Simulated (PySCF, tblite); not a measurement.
# C2H9NSi: changes of charge, electronic excitations, EPR parameters

Aim: compute the changes of charge, electronic excitations, EPR parameters of C2H9NSi (`CN(C)[SiH3]`).

Computed with tblite 0.8.0 and PySCF 2.14.0 and routines of our own; the level stands in each step. Atoms count from 0.

### Step 1. The system as given

13 atoms, charge 0, multiplicity 1; geometry from: start built from the parent or by distance geometry.

### Step 2. Geometry optimisation with GFN2-xTB

What the job is given:

```
{"job": {"kind": "relax", "xc": "GFN2-xTB", "basis": "xTB"}, "charge": 0, "multiplicity": 1}
C     -0.266700     1.339600     0.057500
N     -0.190900     0.004700    -0.512800
C     -1.234300    -0.756000     0.168600
Si     1.437500    -0.586700    -0.116500
H     -1.083900     1.859200    -0.494300
H     -0.549300     1.227400     1.137000
H      0.713500     1.796600    -0.111500
H     -2.180700    -0.246600    -0.185600
H     -1.232800    -1.823400    -0.086700
H     -1.177800    -0.531200     1.252400
H      1.376900    -1.789100     0.739300
H      2.128700    -0.930100    -1.349900
H      2.251200     0.436700     0.588400
```

On the command line:

```console
> OMP_NUM_THREADS=1 python redox_run.py task.json out
```

This one command runs all jobs of the session in turn.

The log of the run:

```text
step      E/eV     max force
  0    -367.70216    2.109
  1    -367.85087    1.283
  2    -367.98232    0.903
  3    -368.03832    0.565
  4    -368.08940    0.580
  5    -368.14041    0.539
  6    -368.19041    0.635
  7    -368.22347    0.524
  8    -368.25017    0.374
  9    -368.27167    0.376
 10    -368.29628    0.439
 11    -368.32524    0.508
 12    -368.34923    0.367
 13    -368.36173    0.338
 14    -368.37024    0.341
 15    -368.37757    0.217
 16    -368.38092    0.150
 17    -368.38243    0.086
 18    -368.38341    0.088
 19    -368.38470    0.081
 20    -368.38613    0.099
 21    -368.38723    0.086
 22    -368.38802    0.068
 23    -368.38883    0.077
 24    -368.38974    0.080
 25    -368.39053    0.064
 26    -368.39112    0.067
 27    -368.39174    0.071
 28    -368.39272    0.085
 29    -368.39418    0.095
 30    -368.39582    0.106
 31    -368.39722    0.112
 32    -368.39863    0.098
 33    -368.40080    0.136
 34    -368.40442    0.183
 35    -368.40942    0.184
 36    -368.41466    0.235
 37    -368.41563    0.472
 38    -368.42327    0.250
 39    -368.42770    0.125
 40    -368.43566    0.169
 41    -368.43922    0.168
 42    -368.44189    0.140
 43    -368.44516    0.197
 44    -368.45030    0.139
 45    -368.45510    0.147
 46    -368.45685    0.184
 47    -368.45862    0.121
 48    -368.46028    0.094
 49    -368.46230    0.070
 50    -368.46289    0.066
 51    -368.46353    0.071
 52    -368.46401    0.064
 53    -368.46455    0.050
 54    -368.46497    0.049
 55    -368.46527    0.049
 56    -368.46547    0.053
 57    -368.46570    0.048
 58    -368.46601    0.047
 59    -368.46634    0.042
 60    -368.46657    0.032
 61    -368.46667    0.022
 62    -368.46672    0.017
 63    -368.46678    0.016
 64    -368.46683    0.019
 65    -368.46689    0.016
 66    -368.46694    0.020
 67    -368.46699    0.021
 68    -368.46704    0.019
 69    -368.46711    0.022
 70    -368.46720    0.025
 71    -368.46730    0.022
 72    -368.46737    0.021
 73    -368.46743    0.020
 74    -368.46748    0.021
 75    -368.46755    0.026
 76    -368.46763    0.026
 77    -368.46772    0.020
 78    -368.46778    0.016
 79    -368.46783    0.018
 80    -368.46787    0.018
 81    -368.46792    0.019
 82    -368.46798    0.017
 83    -368.46803    0.016
 84    -368.46806    0.013
 85    -368.46808    0.012
 86    -368.46810    0.012
 87    -368.46813    0.015
 88    -368.46817    0.018
 89    -368.46821    0.015
 90    -368.46823    0.012
 91    -368.46825    0.009
```

It took 0.28 s on 1 thread of Arm Neoverse V2, shared host.

Along the way: (not every step is listed)

| step | energy from step 0 (eV) | largest force (eV/Å) |
| --- | --- | --- |
| 0 | 0.0000 | 2.1090 |
| 1 | -0.1487 | 1.2825 |
| 2 | -0.2802 | 0.9031 |
| 3 | -0.3362 | 0.5650 |
| 4 | -0.3872 | 0.5803 |
| 5 | -0.4382 | 0.5390 |
| 6 | -0.4882 | 0.6348 |
| 7 | -0.5213 | 0.5244 |
| 8 | -0.5480 | 0.3739 |
| 15 | -0.6754 | 0.2167 |
| 22 | -0.6859 | 0.0676 |
| 29 | -0.6920 | 0.0946 |
| 36 | -0.7125 | 0.2354 |
| 43 | -0.7430 | 0.1969 |
| 50 | -0.7607 | 0.0665 |
| 57 | -0.7635 | 0.0479 |
| 64 | -0.7647 | 0.0190 |
| 71 | -0.7651 | 0.0217 |
| 78 | -0.7656 | 0.0163 |
| 85 | -0.7659 | 0.0116 |
| 86 | -0.7659 | 0.0122 |
| 87 | -0.7660 | 0.0153 |
| 88 | -0.7660 | 0.0185 |
| 89 | -0.7661 | 0.0146 |
| 90 | -0.7661 | 0.0117 |
| 91 | -0.7661 | 0.0090 |

Close pairs (by a distance rule), those that changed most:

| bond | before (Å) | after (Å) | change (Å) |
| --- | --- | --- | --- |
| N1–Si3 | 1.777 | 1.719 | -0.058 |
| C2–H7 | 1.132 | 1.098 | -0.034 |
| C0–H5 | 1.122 | 1.095 | -0.027 |
| Si3–H12 | 1.485 | 1.462 | -0.024 |
| Si3–H11 | 1.455 | 1.475 | +0.020 |
| N1–C2 | 1.460 | 1.440 | -0.020 |
| C0–H4 | 1.115 | 1.098 | -0.017 |
| Si3–H10 | 1.477 | 1.462 | -0.015 |

The final coordinates are the input of the step that follows.

### Step 3. Harmonic vibrations with GFN2-xTB

What the job is given:

```
{"job": {"kind": "ir", "xc": "GFN2-xTB", "basis": "xTB"}, "charge": 0, "multiplicity": 1}
C     -0.270665     1.430105     0.211551
N     -0.014642     0.015415     0.300660
C     -1.229331    -0.758299     0.277127
Si     1.484058    -0.663783    -0.197716
H     -0.748568     1.701444    -0.738784
H     -0.936267     1.738568     1.023986
H      0.663433     1.979681     0.295759
H     -1.778366    -0.630334    -0.664917
H     -0.996019    -1.812707     0.400580
H     -1.885434    -0.445221     1.095186
H      1.536915    -1.979705     0.437977
H      1.662182    -0.833580    -1.651862
H      2.503926     0.259388     0.296405
```

The log of the run:

```text
mode    cm-1     km/mol
  1     119.5      0.42
  2     161.7      3.23
  3     206.7      0.02
  4     269.5      6.63
  5     304.9      0.02
  6     388.3      0.62
  7     562.8     78.12
  8     612.4     86.40
  9     694.2     13.71
 10     748.0    203.54
 11     817.3    177.54
 12     828.8    418.58
 13    1042.4     90.72
 14    1058.0      0.29
 15    1090.2      0.67
 16    1127.7      2.74
 17    1209.6     50.38
 18    1308.6     73.33
 19    1419.0      0.66
 20    1429.7      0.19
 21    1481.7      0.94
 22    1489.9      4.68
 23    1503.4      7.88
 24    1513.3      1.89
 25    2148.0    392.13
 26    2257.5    190.64
 27    2266.5    395.63
 28    2881.5     11.16
 29    2882.7    138.96
 30    2939.8     16.10
 31    2944.6    107.37
 32    3033.1     38.22
 33    3034.1     29.08
ZPE 273.800  H(298)-E 294.020  G(298)-E 196.542 kJ/mol  S 326.94 J/(mol K)
```

Wall time 0.22 s (1 thread of Arm Neoverse V2, shared host).

The strongest bands and the atoms that carry them (share of the mass-weighted mode):

| cm⁻¹ | km/mol | atoms |
| --- | --- | --- |
| 748 | 203.5 | H12 46 %, H10 45 % |
| 817 | 177.5 | H11 57 %, H12 21 %, H10 18 % |
| 829 | 418.6 | H10 31 %, H11 28 %, H12 26 %, Si3 13 % |
| 2148 | 392.1 | H11 95 % |
| 2258 | 190.6 | H10 78 %, H12 18 % |
| 2266 | 395.6 | H12 78 %, H10 17 % |
| 2883 | 139.0 | H4 50 %, H7 34 % |
| 2945 | 107.4 | H9 60 %, H5 25 % |

### Step 4. Relaxing the molecule at PBE0-D3(BJ)/def2-SVP

The job, as its differences from that of step 3:

```diff
@@ -1,2 +1,2 @@
-{"job": {"kind": "ir", "xc": "GFN2-xTB", "basis": "xTB"}, "charge": 0, "multiplicity": 1}
+{"job": {"xc": "PBE0", "basis": "def2-SVP", "d3": "d3bj", "grid": 1, "kind": "geom"}, "charge": 0, "multiplicity": 1}
 C     -0.270665     1.430105     0.211551
```

The log of the run:

```text
step   0  E = -425.39394762  max force = 0.011769
step   1  E = -425.39670361  max force = 0.002388
step   2  E = -425.39676679  max force = 0.000292
step   3  E = -425.39677065  max force = 0.000099
optimisation converged
```

Run time: 12 s. Hardware: 1 thread of Arm Neoverse V2, shared host; peak memory 0.44 GiB.

Along the way:

| step | energy from step 0 (eV) | largest force component (eV/Å) |
| --- | --- | --- |
| 0 | 0.0000 | 0.6052 |
| 1 | -0.0750 | 0.1228 |
| 2 | -0.0767 | 0.0150 |
| 3 | -0.0768 | 0.0051 |

Close pairs (by a distance rule), those that changed most:

| bond | before (Å) | after (Å) | change (Å) |
| --- | --- | --- | --- |
| Si3–H12 | 1.462 | 1.494 | +0.033 |
| Si3–H10 | 1.462 | 1.495 | +0.032 |
| Si3–H11 | 1.475 | 1.505 | +0.030 |
| N1–Si3 | 1.719 | 1.735 | +0.016 |
| C2–H8 | 1.087 | 1.101 | +0.014 |
| C0–H6 | 1.087 | 1.101 | +0.014 |
| C0–H4 | 1.098 | 1.110 | +0.012 |
| C2–H7 | 1.098 | 1.110 | +0.012 |

The final coordinates are the input of the step that follows.

| at the end point | value |
| --- | --- |
| point group (found at 0.08 Å tolerance) | Cs |
| rotational constants (GHz, main isotopes) | 8.414, 4.411, 3.124 |
| dipole moment (D) | 0.94 |

### Step 5. Harmonic vibrations (C₂H₉NSi): PBE0-D3(BJ)/def2-SVP

What the job is given:

```
{"job": {"xc": "PBE0", "basis": "def2-SVP", "d3": "d3bj", "grid": 2, "kind": "hessian"}, "charge": 0, "multiplicity": 1}
C     -0.275158     1.446864     0.198181
N     -0.044155     0.027211     0.277140
C     -1.245029    -0.768522     0.272487
Si     1.482904    -0.660520    -0.177653
H     -0.761979     1.757827    -0.749466
H     -0.928340     1.783201     1.024950
H      0.672494     2.000480     0.282489
H     -1.827126    -0.673373    -0.667626
H     -1.006119    -1.834488     0.408837
H     -1.914530    -0.472123     1.101474
H      1.585605    -2.014825     0.446013
H      1.699637    -0.836269    -1.656707
H      2.561767     0.243679     0.323788
```

The log of the run:

```text
coarse grid: 10440 points
cycle   1  E = -425.3244752753  dE =  5.833e-02  |g| = 2.855e-01  |ddm| = 3.267e+00
cycle   2  E = -425.3103923985  dE =  1.408e-02  |g| = 3.824e-01  |ddm| = 7.413e-01
cycle   3  E = -425.3453902959  dE = -3.500e-02  |g| = 4.582e-02  |ddm| = 4.421e-01
cycle   4  E = -425.3457713745  dE = -3.811e-04  |g| = 1.777e-02  |ddm| = 4.672e-02
cycle   5  E = -425.3458429980  dE = -7.162e-05  |g| = 3.284e-03  |ddm| = 1.584e-02
cycle   6  E = -425.3458454205  dE = -2.422e-06  |g| = 3.523e-04  |ddm| = 3.327e-03
final grid: 93688 points
cycle   7  E = -425.3967557830  dE = -1.205e-05  |g| = 6.114e-03  |ddm| = 1.734e-02
cycle   8  E = -425.3967500495  dE =  5.734e-06  |g| = 7.771e-03  |ddm| = 1.403e-02
cycle   9  E = -425.3967655004  dE = -1.545e-05  |g| = 8.954e-04  |ddm| = 8.274e-03
cycle  10  E = -425.3967656695  dE = -1.691e-07  |g| = 9.023e-05  |ddm| = 7.547e-04
cycle  11  E = -425.3967656712  dE = -1.691e-09  |g| = 1.938e-05  |ddm| = 9.566e-05
cycle  12  E = -425.3967656713  dE = -9.447e-11  |g| = 4.025e-06  |ddm| = 2.994e-05
converged SCF energy = -425.3967656713

mode    cm-1
  1     121.1
  2     143.4
  3     222.8
  4     250.1
  5     275.4
  6     364.1
  7     680.9
  8     694.4
  9     717.9
 10     907.8
 11     971.0
 12     977.4
 13    1042.5
 14    1092.3
 15    1115.9
 16    1167.6
 17    1275.5
 18    1323.7
 19    1429.6
 20    1450.2
 21    1452.8
 22    1463.6
 23    1482.3
 24    1504.9
 25    2167.0
 26    2228.8
 27    2235.9
 28    2978.9
 29    2985.1
 30    3051.2
 31    3059.4
 32    3134.3
 33    3135.9
ZPE 281.742  H(298)-E 301.614  G(298)-E 204.327 kJ/mol  S 326.30 J/(mol K)
```

Run time: 2.5 min. Hardware: 1 thread of Arm Neoverse V2, shared host; peak memory 1.6 GiB.

Zero-point energy 281.74 kJ/mol (xTB gave 273.80).

### Step 6. Single point (C2H9NSi): wB97X-D3(BJ)/ma-def2-TZVP

Geometry: PBE0-D3(BJ)/def2-SVP.

The job, as its differences from that of step 5:

```diff
@@ -1,2 +1,2 @@
-{"job": {"xc": "PBE0", "basis": "def2-SVP", "d3": "d3bj", "grid": 2, "kind": "hessian"}, "charge": 0, "multiplicity": 1}
+{"job": {"kind": "sp", "xc": "wB97X", "basis": "ma-def2-TZVP", "d3": "d3bj", "grid": 2}, "charge": 0, "multiplicity": 1}
 C     -0.275158     1.446864     0.198181
```

The log of the run:

```text
coarse grid: 10440 points
cycle   1  E = -426.0211056560  dE =  1.603e-01  |g| = 2.792e-01  |ddm| = 2.348e+00
cycle   2  E = -426.0334399005  dE = -1.233e-02  |g| = 2.079e-01  |ddm| = 3.139e-01
cycle   3  E = -426.0412267898  dE = -7.787e-03  |g| = 4.993e-02  |ddm| = 1.409e-01
cycle   4  E = -426.0418170472  dE = -5.903e-04  |g| = 1.066e-02  |ddm| = 4.703e-02
cycle   5  E = -426.0418427640  dE = -2.572e-05  |g| = 1.822e-03  |ddm| = 1.184e-02
cycle   6  E = -426.0418444544  dE = -1.690e-06  |g| = 5.380e-04  |ddm| = 4.250e-03
final grid: 93688 points
cycle   7  E = -426.0311730404  dE = -2.917e-05  |g| = 2.091e-03  |ddm| = 2.784e-02
cycle   8  E = -426.0311737147  dE = -6.743e-07  |g| = 1.181e-03  |ddm| = 3.167e-03
cycle   9  E = -426.0311740136  dE = -2.989e-07  |g| = 1.993e-04  |ddm| = 7.858e-04
cycle  10  E = -426.0311740273  dE = -1.376e-08  |g| = 4.251e-05  |ddm| = 3.106e-04
cycle  11  E = -426.0311740281  dE = -7.786e-10  |g| = 1.351e-05  |ddm| = 7.756e-05
converged SCF energy = -426.0311740281
```

Wall time 7.5 s (1 thread of Arm Neoverse V2, shared host); peak memory 0.67 GiB.

### Step 7. Single point (C2H9NSi+ (doublet)): wB97X-D3(BJ)/ma-def2-TZVP

Geometry: PBE0-D3(BJ)/def2-SVP, that of another charge or spin state.

The job, as its differences from that of step 6:

```diff
@@ -1,2 +1,2 @@
-{"job": {"kind": "sp", "xc": "wB97X", "basis": "ma-def2-TZVP", "d3": "d3bj", "grid": 2}, "charge": 0, "multiplicity": 1}
+{"job": {"kind": "sp", "xc": "wB97X", "basis": "ma-def2-TZVP", "d3": "d3bj", "grid": 2}, "charge": 1, "multiplicity": 2}
 C     -0.275158     1.446864     0.198181
```

The log of the run:

```text
final grid: 93688 points
cycle   1  E = -425.6583454772  dE = -8.524e-03  |g| = 3.716e-01  |ddm| = 4.440e-01
cycle   2  E = -425.6566084887  dE =  1.737e-03  |g| = 3.776e-01  |ddm| = 3.523e-01
cycle   3  E = -425.7167866108  dE = -6.018e-02  |g| = 1.675e-02  |ddm| = 1.876e-01
cycle   4  E = -425.7172277270  dE = -4.411e-04  |g| = 1.057e-02  |ddm| = 2.265e-02
cycle   5  E = -425.7173831852  dE = -1.555e-04  |g| = 3.818e-03  |ddm| = 1.232e-02
cycle   6  E = -425.7174292127  dE = -4.603e-05  |g| = 1.233e-03  |ddm| = 8.964e-03
cycle   7  E = -425.7174327211  dE = -3.508e-06  |g| = 5.289e-04  |ddm| = 2.245e-03
cycle   8  E = -425.7174336270  dE = -9.059e-07  |g| = 1.934e-04  |ddm| = 1.371e-03
cycle   9  E = -425.7174337746  dE = -1.476e-07  |g| = 5.875e-05  |ddm| = 6.435e-04
cycle  10  E = -425.7174337868  dE = -1.222e-08  |g| = 1.557e-05  |ddm| = 1.993e-04
cycle  11  E = -425.7174337875  dE = -7.024e-10  |g| = 6.210e-06  |ddm| = 4.585e-05
converged SCF energy = -425.7174337875
```

Wall time 16 s (1 thread of Arm Neoverse V2, shared host); peak memory 0.79 GiB.

### Step 8. Geometry optimisation with GFN2-xTB

This step treats C2H9NSi+ (doublet), labelled `C[N+](C)[SiH3]` (the label fixes atoms and charge, not where charge and spin sit).

What the job is given:

```
{"job": {"kind": "relax", "xc": "GFN2-xTB", "basis": "xTB"}, "charge": 1, "multiplicity": 2}
C     -0.258900     1.440700     0.192900
N     -0.054900     0.035900     0.254100
C     -1.227600    -0.776100     0.275700
Si     1.480400    -0.645900    -0.198300
H     -0.765200     1.754000    -0.738100
H     -0.939300     1.781500     1.016200
H      0.672900     2.006300     0.271500
H     -1.815700    -0.664400    -0.662600
H     -0.997100    -1.841300     0.407600
H     -1.923900    -0.474800     1.106800
H      1.578700    -2.018800     0.439100
H      1.691200    -0.843000    -1.656800
H      2.550600     0.246000     0.340400
```

The log of the run:

```text
step      E/eV     max force
  0    -355.54215    2.323
  1    -355.65580    1.163
  2    -355.70279    0.487
  3    -355.71612    0.425
  4    -355.73846    0.354
  5    -355.74894    0.285
  6    -355.75917    0.292
  7    -355.76764    0.257
  8    -355.77344    0.211
  9    -355.77655    0.167
 10    -355.77850    0.108
 11    -355.77966    0.092
 12    -355.78027    0.060
 13    -355.78066    0.054
 14    -355.78102    0.060
 15    -355.78133    0.048
 16    -355.78158    0.043
 17    -355.78178    0.040
 18    -355.78200    0.041
 19    -355.78223    0.041
 20    -355.78244    0.041
 21    -355.78262    0.047
 22    -355.78279    0.048
 23    -355.78295    0.039
 24    -355.78309    0.029
 25    -355.78325    0.031
 26    -355.78345    0.038
 27    -355.78373    0.055
 28    -355.78407    0.068
 29    -355.78447    0.067
 30    -355.78501    0.071
 31    -355.78578    0.084
 32    -355.78685    0.110
 33    -355.78826    0.121
 34    -355.79013    0.121
 35    -355.79252    0.095
 36    -355.79473    0.130
 37    -355.79579    0.114
 38    -355.79124    0.308
 39    -355.79670    0.107
 40    -355.79669    0.069
 41    -355.79786    0.060
 42    -355.79827    0.064
 43    -355.79940    0.060
 44    -355.79979    0.043
 45    -355.79994    0.033
 46    -355.80017    0.039
 47    -355.80048    0.058
 48    -355.80090    0.072
 49    -355.80125    0.051
 50    -355.80144    0.033
 51    -355.80155    0.030
 52    -355.80165    0.034
 53    -355.80175    0.033
 54    -355.80181    0.017
 55    -355.80183    0.015
 56    -355.80185    0.013
 57    -355.80188    0.020
 58    -355.80191    0.015
 59    -355.80192    0.012
 60    -355.80194    0.012
 61    -355.80195    0.011
 62    -355.80197    0.012
 63    -355.80198    0.007
 64    -355.75727    0.758
 65    -355.79000    0.377
 66    -355.80230    0.207
 67    -355.80368    0.112
 68    -355.80453    0.039
 69    -355.80460    0.029
 70    -355.80470    0.026
 71    -355.80474    0.024
 72    -355.80477    0.011
 73    -355.80478    0.008
```

It took 0.2 s on 1 thread of Arm Neoverse V2, shared host.

Along the way: (not every step is listed)

| step | energy from step 0 (eV) | largest force (eV/Å) |
| --- | --- | --- |
| 0 | 0.0000 | 2.3230 |
| 1 | -0.1137 | 1.1626 |
| 2 | -0.1606 | 0.4867 |
| 3 | -0.1740 | 0.4248 |
| 4 | -0.1963 | 0.3541 |
| 5 | -0.2068 | 0.2846 |
| 6 | -0.2170 | 0.2921 |
| 7 | -0.2255 | 0.2568 |
| 8 | -0.2313 | 0.2115 |
| 14 | -0.2389 | 0.0602 |
| 20 | -0.2403 | 0.0414 |
| 26 | -0.2413 | 0.0381 |
| 32 | -0.2447 | 0.1095 |
| 38 | -0.2491 | 0.3083 |
| 44 | -0.2576 | 0.0429 |
| 50 | -0.2593 | 0.0334 |
| 56 | -0.2597 | 0.0134 |
| 62 | -0.2598 | 0.0122 |
| 68 | -0.2624 | 0.0391 |
| 69 | -0.2625 | 0.0290 |
| 70 | -0.2626 | 0.0256 |
| 71 | -0.2626 | 0.0245 |
| 72 | -0.2626 | 0.0108 |
| 73 | -0.2626 | 0.0077 |

Close pairs (by a distance rule), those that changed most:

| bond | before (Å) | after (Å) | change (Å) |
| --- | --- | --- | --- |
| Si3–H10 | 1.517 | 1.459 | -0.058 |
| N1–Si3 | 1.740 | 1.794 | +0.055 |
| Si3–H12 | 1.494 | 1.457 | -0.037 |
| C2–H9 | 1.125 | 1.098 | -0.027 |
| C0–H5 | 1.121 | 1.100 | -0.021 |
| Si3–H11 | 1.487 | 1.469 | -0.018 |
| C2–H7 | 1.113 | 1.097 | -0.016 |
| N1–C2 | 1.427 | 1.412 | -0.014 |

The next job starts from the end point, and lists it.

(Part 1 of 3 ends here.)
